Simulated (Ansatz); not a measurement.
# CHClNSi with multiplicity 2: shift of H5 from Si3 to C2

How high is the barrier for the shift of H5 from Si3 to C2? Relax the two ends, then run a nudged elastic band between them. SMILES of the start: N#C[SiH]Cl.

Method: UKS PBE0/def2-SVP, in Ansatz 0.2.0.

## (1) The structure to begin with

Bond lengths: N1–C2 1.120 Å, C2–Si3 1.842 Å, Si3–Cl4 2.150 Å, Si3–H5 1.481 Å. Angles: N1–C2–Si3 177.7°, C2–Si3–Cl4 110.9°, C2–Si3–H5 113.6°, Cl4–Si3–H5 104.1°.

Structure file:

```xyz
5

N    -1.3629    0.1325   -1.8544
C    -0.8310   -0.0028   -0.8786
Si    0.0416   -0.2981    0.7168
Cl    2.1058   -0.8000    0.3826
H     0.0964    0.8947    1.5921
```

## (2) End point A

Contents of input.yaml:

```yaml
crystal:
  periodic: [false, false, false]
  atoms:
    - { symbol: "N", position_ang: [-1.3629, 0.1325, -1.8544] }
    - { symbol: C, position_ang: [-0.831, -0.0028, -0.8786] }
    - { symbol: Si, position_ang: [0.0416, -0.2981, 0.7168] }
    - { symbol: Cl, position_ang: [2.1058, -0.8, 0.3826] }
    - { symbol: H, position_ang: [0.0964, 0.8947, 1.5921] }
magnetization:
  spin_polarized: true
  initial_magnetization: 1
basis:
  gaussian: { orbitals: def2-SVP }
hamiltonian:
  xc: pbe0
relax:
  f_tol: 0.02
  max_steps: 50
```

Command:

```bash
ansatz run input.yaml --threads 2 --pin off --max-ram 3072MiB --backend cpu --events-out ev --progress --plain --runs-dir out
```

Standard output, cut to the lines that bear on the results:

```text
Warning: RAYON_NUM_THREADS=2 ignored (pool sized by the plan → 2); use --threads N
[...]
Functional definition: PBE0
[...]
724 factors; integrals over basis functions are off by at most 2.8e-4 eV
[...]
mean field -22923.83273187 eV, -842.4353145645 hartree, gradient 5.2e-5 eV, S^2 0.752661; 0 other end points of the search recorded, 0 dependent functions left out
[...]
reference -22923.83275124 eV, -842.4353152762 hartree; 23, 22 occupied and 46, 47 virtual orbitals, 724 factors
relax step   1: F+E_penalty+E_count = -22923.83273187 eV  Δ(F+E_penalty+E_count) = +0.000e0 eV  max|allowed force component| = 5.190e0 eV/Å  Δτ_max = 0.0000 Å  (33 SCF iters, accepted)
[...]
relax step   5: F+E_penalty+E_count = -22924.06413548 eV  Δ(F+E_penalty+E_count) = -3.886e-4 eV  max|allowed force component| = 6.616e-2 eV/Å  Δτ_max = 0.0053 Å  (31 SCF iters, accepted)
[...]
relax step   6: F+E_penalty+E_count = -22924.06472457 eV  Δ(F+E_penalty+E_count) = -5.891e-4 eV  max|allowed force component| = 1.149e-2 eV/Å  Δτ_max = 0.0144 Å  (38 SCF iters, accepted)
724 factors; integrals over basis functions are off by at most 3.5e-4 eV
[...]
mean field -22924.06472457 eV, -842.4438401386 hartree, gradient 1.9e-5 eV, S^2 0.753425; 1 other end points of the search recorded, 0 dependent functions left out
[...]
reference -22924.06474387 eV, -842.4438408480 hartree; 23, 22 occupied and 46, 47 virtual orbitals, 724 factors
Total energy: -22924.06474387 eV, -842.4438408480 hartree
Atom 0 at    -1.375961     0.133703    -1.840192 Å, force     0.005601    -0.004048     0.008693 eV/Å
Atom 1 at    -0.763599     0.003568    -0.861032 Å, force    -0.009391     0.011489    -0.005440 eV/Å
Atom 2 at     0.104677    -0.309834     0.736499 Å, force     0.002127    -0.007285     0.000982 eV/Å
Atom 3 at     2.055728    -0.817301     0.346004 Å, force     0.006622    -0.002926     0.000812 eV/Å
Atom 4 at     0.029055     0.916163     1.577221 Å, force    -0.004959     0.002771    -0.005048 eV/Å
Dipole moment:     0.143334    -0.028088     0.585187 e Å
```

Wall time 8.8 s (2 threads of AMD EPYC 9R14 (Zen 4), shared host); peak memory 0.19 GiB.

The steps of the relaxation:

```csv
step,energy from step 1 (eV),largest force component (eV/Å)
1,0.0000,5.1895
2,-0.2217,0.6508
3,-0.2301,0.1915
4,-0.2310,0.0495
5,-0.2314,0.0662
6,-0.2320,0.0115
```

Step 1 is the start.

After: Bond lengths: N1–C2 1.162 Å, C2–Si3 1.845 Å, Si3–Cl4 2.053 Å, Si3–H5 1.488 Å. Angles: N1–C2–Si3 175.2°, C2–Si3–Cl4 108.9°, C2–Si3–H5 109.0°, Cl4–Si3–H5 111.1°.

## (3) Relaxing end B

The second end starts from a geometry with the move made by hand.

Edit input.yaml of step 2 so:

```diff
@@ -7,3 +7,3 @@
     - { symbol: Cl, position_ang: [2.1058, -0.8, 0.3826] }
-    - { symbol: H, position_ang: [0.0964, 0.8947, 1.5921] }
+    - { symbol: H, position_ang: [-0.66194, 0.95754, -0.3915] }
 magnetization:
@@ -18 +18,3 @@
   max_steps: 50
+output:
+  orbitals: {}
```

Command:

```bash
ansatz run input.yaml --threads 2 --pin off --max-ram 3072MiB --backend cpu --events-out ev --progress --plain --runs-dir out
```

Standard output, cut to the lines that bear on the results:

```text
Warning: RAYON_NUM_THREADS=2 ignored (pool sized by the plan → 2); use --threads N
[...]
[... 1 set-up line as earlier in the session ...]
[...]
723 factors; integrals over basis functions are off by at most 3.2e-4 eV
[...]
mean field -22921.33121988 eV, -842.3433856944 hartree, gradient 3.1e-5 eV, S^2 0.769699; 2 other end points of the search recorded, 0 dependent functions left out
[...]
reference -22921.33123924 eV, -842.3433864058 hartree; 23, 22 occupied and 46, 47 virtual orbitals, 723 factors
relax step   1: F+E_penalty+E_count = -22921.33121988 eV  Δ(F+E_penalty+E_count) = +0.000e0 eV  max|allowed force component| = 9.948e0 eV/Å  Δτ_max = 0.0000 Å  (54 SCF iters, accepted)
[...]
relax step   5: F+E_penalty+E_count = -22922.51111657 eV  Δ(F+E_penalty+E_count) = -7.717e-2 eV  max|allowed force component| = 1.396e0 eV/Å  Δτ_max = 0.1542 Å  (47 SCF iters, accepted)
[...]
723 factors; integrals over basis functions are off by at most 4.6e-4 eV
mean field -22923.20649259 eV, -842.4123006952 hartree, gradient 2.0e-5 eV, S^2 0.756125; 1 other end points of the search recorded, 0 dependent functions left out
[...]
reference -22923.20651340 eV, -842.4123014600 hartree; 23, 22 occupied and 46, 47 virtual orbitals, 723 factors
Total energy: -22923.20651340 eV, -842.4123014600 hartree
Atom 0 at    -0.813338    -0.462551    -1.245019 Å, force     0.005498    -0.006349    -0.002781 eV/Å
Atom 1 at    -0.729692     0.617494    -0.698653 Å, force    -0.002018    -0.006658     0.011247 eV/Å
Atom 2 at    -0.199088    -0.924841     0.589931 Å, force     0.004815     0.003949    -0.003623 eV/Å
Atom 3 at     1.880055    -0.938317     0.189724 Å, force    -0.003788    -0.005102     0.000621 eV/Å
Atom 4 at    -0.846376     1.697355    -0.861083 Å, force    -0.004507     0.014159    -0.005463 eV/Å
Dipole moment:    -0.299303     0.480147    -0.030321 e Å
```

Run time: 27 s. Hardware: 2 threads of AMD EPYC 9R14 (Zen 4), shared host; peak memory 0.2 GiB.

Relaxation path:

```csv
step,energy from step 1 (eV),largest force component (eV/Å)
1,0.0000,9.9477
2,-0.9235,1.0222
3,-1.0440,0.8746
4,-1.1027,1.0889
5,-1.1799,1.3961
6x,-1.1204,3.6684
7,-1.2819,1.2169
8,-1.3739,0.8628
9,-1.4746,1.6984
10,-1.5220,2.3775
11,-1.6692,0.6112
12,-1.7430,0.8985
13,-1.8333,1.0363
14,-1.8639,0.4686
15,-1.8730,0.2460
16,-1.8747,0.1620
17,-1.8751,0.1112
18,-1.8753,0.0142
```

Step 1 is the start. 1 step was tried and not accepted (marked x).

After: Bond lengths: N1–C2 1.213 Å, N1–Si3 1.989 Å, C2–Si3 2.079 Å, Si3–Cl4 2.117 Å, C2–H5 1.098 Å. Angles: N1–C2–Si3 68.7°, N1–C2–H5 143.3°, Si3–C2–H5 148.0°, C2–N1–Si3 76.7°, N1–Si3–C2 34.6°, N1–Si3–Cl4 97.5°, C2–Si3–Cl4 97.9°.

Pairs that crossed the distance rule for bonds on the way: came closer N1–Si3.

## (4) The band

crystal.atoms is end A as relaxed above, and neb.final_atoms is end B, turned to lie on A. With 5 inner images the band has 7 in all. The start path is listed, through a guess of the saddle.

Contents of input.yaml:

```yaml
crystal:
  periodic: [false, false, false]
  atoms:
    - { symbol: "N", position_ang: [-1.375961, 0.133703, -1.840192] }
    - { symbol: C, position_ang: [-0.763599, 0.003568, -0.861032] }
    - { symbol: Si, position_ang: [0.104677, -0.309834, 0.736499] }
    - { symbol: Cl, position_ang: [2.055728, -0.817301, 0.346004] }
    - { symbol: H, position_ang: [0.029055, 0.916163, 1.577221] }
magnetization:
  spin_polarized: true
  initial_magnetization: 1
basis:
  gaussian: { orbitals: def2-SVP }
hamiltonian:
  xc: pbe0
neb:
  order_check: false
  images: 5
  f_tol: 0.05
  max_iterations: 60
  final_atoms:
    - { symbol: "N", position_ang: [-0.6454211, 0.07981775, -0.97275287] }
    - { symbol: C, position_ang: [-0.63564886, 0.60351456, 0.12162176] }
    - { symbol: Si, position_ang: [0.05824527, -1.35372968, 0.21377653] }
    - { symbol: Cl, position_ang: [2.11880417, -0.94658587, -0.05364412] }
    - { symbol: H, position_ang: [-0.84607949, 1.54328225, 0.6494987] }
  initial_path:
    images:
      - { positions_ang: [[-1.375961, 0.133703, -1.840192], [-0.763599, 0.003568, -0.861032], [0.104677, -0.309834, 0.736499], [2.055728, -0.817301, 0.346004], [0.029055, 0.916163, 1.577221]] }
      - { positions_ang: [[-1.35550869, 0.22222154, -1.71312898], [-0.75540287, 0.03604245, -0.75610097], [0.13835765, -0.3597233, 0.80190013], [2.12309255, -0.83095173, 0.37344757], [-0.10063864, 0.85871004, 1.25238225]] }
      - { positions_ang: [[-1.33505638, 0.31074008, -1.58606595], [-0.74720674, 0.0685169, -0.65116995], [0.1720383, -0.4096126, 0.86730126], [2.19045711, -0.84460246, 0.40089114], [-0.23033228, 0.80125708, 0.9275435]] }
      - { positions_ang: [[-1.31460407, 0.39925862, -1.45900293], [-0.73901061, 0.10099135, -0.54623892], [0.20571894, -0.45950191, 0.93270239], [2.25782166, -0.85825319, 0.42833471], [-0.36002592, 0.74380412, 0.60270475]] }
      - { positions_ang: [[-1.09154308, 0.29277833, -1.29691958], [-0.7045567, 0.26849908, -0.32361869], [0.15656105, -0.75757783, 0.69306044], [2.2114825, -0.88769742, 0.2676751], [-0.52204378, 1.01029683, 0.61830273]] }
      - { positions_ang: [[-0.86848209, 0.18629804, -1.13483622], [-0.67010278, 0.43600682, -0.10099847], [0.10740316, -1.05565376, 0.45341848], [2.16514334, -0.91714164, 0.10701549], [-0.68406164, 1.27678954, 0.63390072]] }
      - { positions_ang: [[-0.6454211, 0.07981775, -0.97275287], [-0.63564886, 0.60351456, 0.12162176], [0.05824527, -1.35372968, 0.21377653], [2.11880417, -0.94658587, -0.05364412], [-0.84607949, 1.54328225, 0.6494987]] }
```

Command:

```bash
ansatz run input.yaml --threads 2 --pin off --max-ram 3072MiB --backend cpu --events-out ev --progress --plain --runs-dir out
```

Standard output, cut to the lines that bear on the results:

```text
Warning: RAYON_NUM_THREADS=2 ignored (pool sized by the plan → 2); use --threads N
[...]
[... 1 set-up line as earlier in the session ...]
[...]
726 factors; integrals over basis functions are off by at most 1.9e-4 eV
[...]
mean field -22924.06473183 eV, -842.4438404058 hartree, gradient 3.4e-5 eV, S^2 0.753426; 0 other end points of the search recorded, 0 dependent functions left out
[...]
reference -22924.06475109 eV, -842.4438411135 hartree; 23, 22 occupied and 46, 47 virtual orbitals, 726 factors
726 factors; integrals over basis functions are off by at most 1.2e-3 eV
[...]
mean field -22923.20649599 eV, -842.4123008203 hartree, gradient 6.6e-5 eV, S^2 0.756124; 0 other end points of the search recorded, 0 dependent functions left out
[...]
reference -22923.20651684 eV, -842.4123015863 hartree; 23, 22 occupied and 46, 47 virtual orbitals, 726 factors
[...]
NEB iter  15: max|band force component| = 4.382e-2 eV/Å  barrier→ = 2.0194 eV  barrier← = 1.1612 eV  CI = image 3  Δτ_max = 0.0036 Å  (353 SCF iters)
[...]
NEB iter  16: max|band force component| = 3.808e-2 eV/Å  barrier→ = 2.0194 eV  barrier← = 1.1611 eV  CI = image 3  Δτ_max = 0.0000 Å  (92 SCF iters)
Total energy: -22922.04536621 eV, -842.3696300879 hartree
Atom 0 at    -1.306757     0.420206    -1.438733 Å, force     0.000965     0.008220    -0.014581 eV/Å
Atom 1 at    -0.642533    -0.014066    -0.554834 Å, force    -0.003540    -0.021537     0.008157 eV/Å
Atom 2 at     0.172470    -0.619786     1.049429 Å, force     0.012524    -0.005455    -0.003315 eV/Å
Atom 3 at     2.131017    -0.783024     0.332400 Å, force    -0.007160    -0.000295    -0.000217 eV/Å
Atom 4 at    -0.304296     0.922968     0.570238 Å, force    -0.002790     0.019068     0.009956 eV/Å
Dipole moment:     0.039033    -0.042393     0.356977 e Å
this run last wrote the band of iteration 16 to <dir>; this run last wrote the band within `neb.f_tol` of iteration 15 to <dir>
```

It took 92 s on 2 threads of AMD EPYC 9R14 (Zen 4), shared host; peak memory 0.2 GiB.

## (5) The band, image by image

Images 0 and 6 are the ends. Energies count from image 0; the path length is the program's own measure over all atoms.

| image | path (Å) | energy (eV) | H5–Si3 (Å) | H5–C2 (Å) | band force (eV/Å) |
| --- | --- | --- | --- | --- | --- |
| 0 | 0.000 | 0.0000 | 1.49 | 2.72 | - |
| 1 | 0.469 | 0.1629 | 1.48 | 2.45 | 0.003 |
| 2 | 0.937 | 0.8496 | 1.50 | 2.02 | 0.028 |
| 3* | 1.403 | 2.0194 | 1.68 | 1.50 | 0.022 |
| 4 | 2.094 | 1.4546 | 2.36 | 1.14 | 0.038 |
| 5 | 2.781 | 1.1070 | 2.78 | 1.10 | 0.006 |
| 6 | 3.469 | 0.8582 | 3.07 | 1.10 | - |

The star marks the climbing image.

image, energy (eV) and a bar:
```
        0      0.000 
        1      0.163 ##
        2      0.850 #############
        3      2.019 ##############################
        4      1.455 ######################
        5      1.107 ################
        6      0.858 #############
```

How the highest energy settled:

```csv
iteration,highest image above image 0 (eV),largest band force (eV/Å)
1,4.5308,23.069
3,2.0843,2.145
5,1.6733,0.649
7,1.8848,2.741
9,1.9932,0.701
11,2.0545,1.110
13,2.0238,0.338
15,2.0194,0.044
16,2.0194,0.038
```

The band as a trajectory file:

```xyz
5
image=0 dE=0.0000
N    -1.376    0.134   -1.840
C    -0.764    0.004   -0.861
Si    0.105   -0.310    0.736
Cl    2.056   -0.817    0.346
H     0.029    0.916    1.577
5
image=1 dE=0.1629
N    -1.384    0.330   -1.668
C    -0.745   -0.137   -0.820
Si    0.143   -0.414    0.767
Cl    2.126   -0.813    0.407
H    -0.090    0.960    1.273
5
image=2 dE=0.8496
N    -1.321    0.417   -1.509
C    -0.715   -0.160   -0.702
Si    0.162   -0.492    0.883
Cl    2.136   -0.797    0.384
H    -0.212    0.959    0.903
5
image=3 dE=2.0194
N    -1.307    0.420   -1.439
C    -0.643   -0.014   -0.555
Si    0.172   -0.620    1.049
Cl    2.131   -0.783    0.332
H    -0.304    0.923    0.570
5
image=4 dE=1.4546
N    -1.243    0.423   -1.320
C    -0.615    0.254   -0.276
Si    0.189   -1.136    0.802
Cl    2.172   -0.722    0.296
H    -0.453    1.108    0.456
5
image=5 dE=1.1070
N    -1.024    0.198   -1.165
C    -0.628    0.457   -0.044
Si    0.114   -1.332    0.387
Cl    2.132   -0.762    0.208
H    -0.544    1.366    0.572
5
image=6 dE=0.8582
N    -0.645    0.080   -0.973
C    -0.636    0.604    0.122
Si    0.058   -1.354    0.214
Cl    2.119   -0.947   -0.054
H    -0.846    1.543    0.649
```

## (6) Frequencies at the highest image

The geometry is the highest inner image of the first converged band.

Contents of input.yaml:

```yaml
crystal:
  periodic: [false, false, false]
  atoms:
    - { symbol: "N", position_ang: [-1.306757, 0.420206, -1.438733] }
    - { symbol: C, position_ang: [-0.642533, -0.014066, -0.554834] }
    - { symbol: Si, position_ang: [0.17247, -0.619786, 1.049429] }
    - { symbol: Cl, position_ang: [2.131017, -0.783024, 0.3324] }
    - { symbol: H, position_ang: [-0.304296, 0.922968, 0.570238] }
magnetization:
  spin_polarized: true
  initial_magnetization: 1
basis:
  gaussian: { orbitals: def2-SVP }
hamiltonian:
  xc: pbe0
phonons: {}
```

Command:

```bash
ansatz run input.yaml --threads 2 --pin off --max-ram 3072MiB --backend cpu --events-out ev --progress --plain --runs-dir out
```

Standard output, cut to the lines that bear on the results:

```text
Warning: RAYON_NUM_THREADS=2 ignored (pool sized by the plan → 2); use --threads N
[...]
[... 1 set-up line as earlier in the session ...]
[...]
727 factors; integrals over basis functions are off by at most 2.6e-4 eV
[...]
mean field -22922.04534547 eV, -842.3696293255 hartree, gradient 4.6e-5 eV, S^2 0.780156; 2 other end points of the search recorded, 0 dependent functions left out
[...]
reference -22922.04536436 eV, -842.3696300198 hartree; 23, 22 occupied and 46, 47 virtual orbitals, 727 factors
[...]
727 factors; integrals over basis functions are off by at most 2.6e-4 eV
[...]
mean field -22922.04525215 eV, -842.3696258963 hartree, gradient 1.3e-6 eV, S^2 0.780037; 0 other end points of the search recorded, 0 dependent functions left out
[...]
reference -22922.04527105 eV, -842.3696265906 hartree; 23, 22 occupied and 46, 47 virtual orbitals, 727 factors
[...]
727 factors; integrals over basis functions are off by at most 2.6e-4 eV
[...]
mean field -22922.04533669 eV, -842.3696290030 hartree, gradient 1.3e-6 eV, S^2 0.780018; 0 other end points of the search recorded, 0 dependent functions left out
[...]
reference -22922.04535558 eV, -842.3696296973 hartree; 23, 22 occupied and 46, 47 virtual orbitals, 727 factors
WARN: phonons: modes at or below zero, which the zero-point energy, F, S and C_V leave out: 1, the lowest at -1331.87 cm⁻¹. A minimum has none, and a first-order saddle one
Total energy: -22922.04536436 eV, -842.3696300198 hartree
Atom 0 at    -1.306757     0.420206    -1.438733 Å, force     0.000970     0.008218    -0.014607 eV/Å
Atom 1 at    -0.642533    -0.014066    -0.554834 Å, force    -0.003524    -0.021572     0.008198 eV/Å
Atom 2 at     0.172470    -0.619786     1.049429 Å, force     0.012489    -0.005428    -0.003346 eV/Å
Atom 3 at     2.131017    -0.783024     0.332400 Å, force    -0.007147    -0.000302    -0.000237 eV/Å
Atom 4 at    -0.304296     0.922968     0.570238 Å, force    -0.002788     0.019083     0.009992 eV/Å
Dipole moment:     0.039032    -0.042392     0.356974 e Å
Vibrations: -1331.87 119.72 318.78 358.77 527.90 531.96 563.39 1486.85 2005.41 cm⁻¹, zero-point energy 0.366546 eV
```

It took 20 s on 2 threads of AMD EPYC 9R14 (Zen 4), shared host; peak memory 0.19 GiB.

Of 9 modes, 1 is imaginary by more than 30 cm⁻¹ (1332i cm⁻¹).

## (7) Dynamics from the top

It starts at the highest inner image of the first converged band: 200 steps of 0.5 fs at constant energy, with velocities drawn for 300 K.

Edit input.yaml of step 6 so:

```diff
@@ -15,2 +15,8 @@
   xc: pbe0
-phonons: {}
+md:
+  timestep: 0.5
+  n_steps: 200
+  ensemble: nve
+  temperature: 300.0
+  initial_velocities: maxwell_boltzmann
+  seed: 4516
```

Command:

```bash
ansatz run input.yaml --threads 2 --pin off --max-ram 3072MiB --backend cpu --events-out ev --progress --plain --runs-dir out
```

Standard output, cut to the lines that bear on the results:

```text
Warning: RAYON_NUM_THREADS=2 ignored (pool sized by the plan → 2); use --threads N
[...]
[... 1 set-up line as earlier in the session ...]
[...]
727 factors; integrals over basis functions are off by at most 2.6e-4 eV
[...]
mean field -22922.04534547 eV, -842.3696293255 hartree, gradient 4.6e-5 eV, S^2 0.780156; 2 other end points of the search recorded, 0 dependent functions left out
[...]
reference -22922.04536436 eV, -842.3696300198 hartree; 23, 22 occupied and 46, 47 virtual orbitals, 727 factors
md step     0: t =     0.00 fs  T =   300.0 K  F+E_penalty+E_count = -22922.04534547 eV  E_kin = 0.116334 eV  conserved = -22921.92901147 eV  (55 SCF iters)
[...]
md step    24: t =    12.00 fs  T =   267.4 K  F+E_penalty+E_count = -22922.03237708 eV  E_kin = 0.103674 eV  conserved = -22921.92870278 eV  (37 SCF iters)
[...]
md step    48: t =    24.00 fs  T =  4428.9 K  F+E_penalty+E_count = -22923.64799758 eV  E_kin = 1.717422 eV  conserved = -22921.93057575 eV  (39 SCF iters)
[...]
md step    72: t =    36.00 fs  T =  2219.1 K  F+E_penalty+E_count = -22922.79013327 eV  E_kin = 0.860533 eV  conserved = -22921.92960017 eV  (42 SCF iters)
[...]
md step    96: t =    48.00 fs  T =  3382.9 K  F+E_penalty+E_count = -22923.24099250 eV  E_kin = 1.311826 eV  conserved = -22921.92916680 eV  (37 SCF iters)
md step    97: t =    48.50 fs  T =  3460.8 K  F+E_penalty+E_count = -22923.27128109 eV  E_kin = 1.342045 eV  conserved = -22921.92923583 eV  (38 SCF iters)
```

## (8) The log goes on: dynamics from the highest image of the converged band

The log, continued, cut to the lines that bear on the results:

```text
md step    98: t =    49.00 fs  T =  3558.5 K  F+E_penalty+E_count = -22923.30923780 eV  E_kin = 1.379905 eV  conserved = -22921.92933320 eV  (38 SCF iters)
[...]
md step   123: t =    61.50 fs  T =  2153.9 K  F+E_penalty+E_count = -22922.76447371 eV  E_kin = 0.835225 eV  conserved = -22921.92924903 eV  (40 SCF iters)
[...]
md step   148: t =    74.00 fs  T =  3455.9 K  F+E_penalty+E_count = -22923.27014708 eV  E_kin = 1.340113 eV  conserved = -22921.93003441 eV  (40 SCF iters)
[...]
md step   173: t =    86.50 fs  T =  1968.0 K  F+E_penalty+E_count = -22922.69320357 eV  E_kin = 0.763144 eV  conserved = -22921.93005994 eV  (45 SCF iters)
[...]
md step   198: t =    99.00 fs  T =  3021.1 K  F+E_penalty+E_count = -22923.10099794 eV  E_kin = 1.171512 eV  conserved = -22921.92948594 eV  (40 SCF iters)
md step   199: t =    99.50 fs  T =  3109.5 K  F+E_penalty+E_count = -22923.13546884 eV  E_kin = 1.205807 eV  conserved = -22921.92966219 eV  (39 SCF iters)
[...]
md step   200: t =   100.00 fs  T =  3189.2 K  F+E_penalty+E_count = -22923.16656717 eV  E_kin = 1.236709 eV  conserved = -22921.92985827 eV  (38 SCF iters)
Total energy: -22923.16658720 eV, -842.4108341994 hartree
Atom 0 at    -1.439815     0.098203    -1.257464 Å, force     0.192045     0.766591    -0.425402 eV/Å
Atom 1 at    -0.534765     0.230805    -0.535263 Å, force    -1.782185     0.369813    -2.052926 eV/Å
Atom 2 at     0.162035    -0.525648     0.872043 Å, force     0.354318    -0.878321     2.255367 eV/Å
Atom 3 at     2.176039    -0.742656     0.379559 Å, force    -0.417617    -0.522185     0.261618 eV/Å
Atom 4 at    -1.032091    -1.562880     1.101976 Å, force     1.653439     0.264101    -0.038656 eV/Å
Dipole moment:     0.142418    -0.125966     0.421041 e Å
```

Wall time 3.7 min (2 threads of AMD EPYC 9R14 (Zen 4), shared host); peak memory 0.18 GiB.

[end of part 1 of 2]
